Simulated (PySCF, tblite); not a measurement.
**AsFGa₂H₄, a small molecule taken as a stand-in for a surface group (Ga-backed As): NMR shifts, core binding energies and electronic excitations**

Wanted: the NMR shifts, core binding energies and electronic excitations for `F[As]([GaH2])[GaH2]`.

Programs: tblite 0.8.0 and PySCF 2.14.0. All values are calculated, for the isolated system unless a continuum is named. Atoms count from 0, parts from 1.

### 1 Starting point

8 atoms, charge 0, multiplicity 1; geometry: distance geometry start.

### 2 Relaxing the cluster with GFN2-xTB

What the job is given:

```
{"job": {"kind": "relax", "xc": "GFN2-xTB", "basis": "xTB"}, "charge": 0, "multiplicity": 1}
Ga     0.037400    -3.178615     0.990165
As     0.513225    -1.378044    -0.563582
Ga    -0.385605     0.758144     0.030809
F      2.115214    -1.379084    -1.254634
H     -1.449044    -3.391898     1.331637
H      1.017516    -3.362890     2.153402
H     -0.336021     1.151500     1.504887
H     -1.627990     1.184099    -0.753776
```

Method: GFN2-xTB geometry optimisation, gas phase.

The run is started by

```console
> OMP_NUM_THREADS=1 python cluster_run.py task.json out
```

One launch serves the whole session: the jobs run in the order shown.

**Question.** The jobs that follow are: PBE0-D3(BJ)/def2-SVP geometry optimisation, gas phase; GIAO PBE0/pcSseg-2 NMR shielding, non-relativistic, gas phase; delta-SCF UKS SCAN, pcX-2 on the ionised atom, pcseg-1 elsewhere, spin-free X2C; TDDFT CAM-B3LYP/def2-SVPD, vertical, gas phase, core orbitals frozen in the response. Predict: point group; rotational constants (main isotopes); 1H shifts against TMS (PBE0/pcSseg-2, means over atoms taken as alike); 71Ga shifts against GaH4- (PBE0/pcSseg-2, means over atoms taken as alike); 75As shifts against AsH3 (PBE0/pcSseg-2); 19F shifts against CFCl3 (PBE0/pcSseg-2); F1s binding energies, SCAN/pcX-2; lowest singlet (CAM-B3LYP/def2-SVPD); lowest triplet; vertical ionisation energy (ΔSCF); vertical electron affinity (ΔSCF).

The runs gave:

```
                                                                  quantity                        value
                                                               point group                           Cs
                                      rotational constants (main isotopes)         2.08, 1.08, 0.81 GHz
    1H shifts against TMS (PBE0/pcSseg-2, means over atoms taken as alike)               7.42, 7.27 ppm
71Ga shifts against GaH4- (PBE0/pcSseg-2, means over atoms taken as alike)                      657 ppm
                                  75As shifts against AsH3 (PBE0/pcSseg-2)                     1485 ppm
                                  19F shifts against CFCl3 (PBE0/pcSseg-2)                   -341.3 ppm
                                          F1s binding energies, SCAN/pcX-2                 F3 690.73 eV
                                      lowest singlet (CAM-B3LYP/def2-SVPD)  3.74 eV (331 nm), f = 0.015
                                                            lowest triplet                      3.05 eV
                                         vertical ionisation energy (ΔSCF)                      9.20 eV
                                         vertical electron affinity (ΔSCF)                      1.10 eV
```

The start of the PBE0/def2-SVP relaxation was shaken at random by about 0.01 Å, so part of the energy gained, and of the first lengths quoted, undoes that. The optimisation took 10 steps and gained 0.796 eV; among the close pairs (by a distance rule), As1–F3 changed most, from 1.972 to 1.782 Å (PBE0/def2-SVP). At PBE0/pcSseg-2: The largest span, 924 ppm, is at Ga0, Ga2, where the paramagnetic term is -1577 ppm. The first singlet state (HOMO→LUMO 0.96) lies at 3.74 eV and is weak. The lowest triplet lies 0.69 eV below the lowest singlet (triplets in Tamm-Dancoff, singlets in full TDDFT). The orbital energy would give 8.45 eV for ionisation, ΔSCF gives 9.20 eV. Spin-orbit coupling is left out, which matters for shieldings and couplings at and beside the heavy atoms.
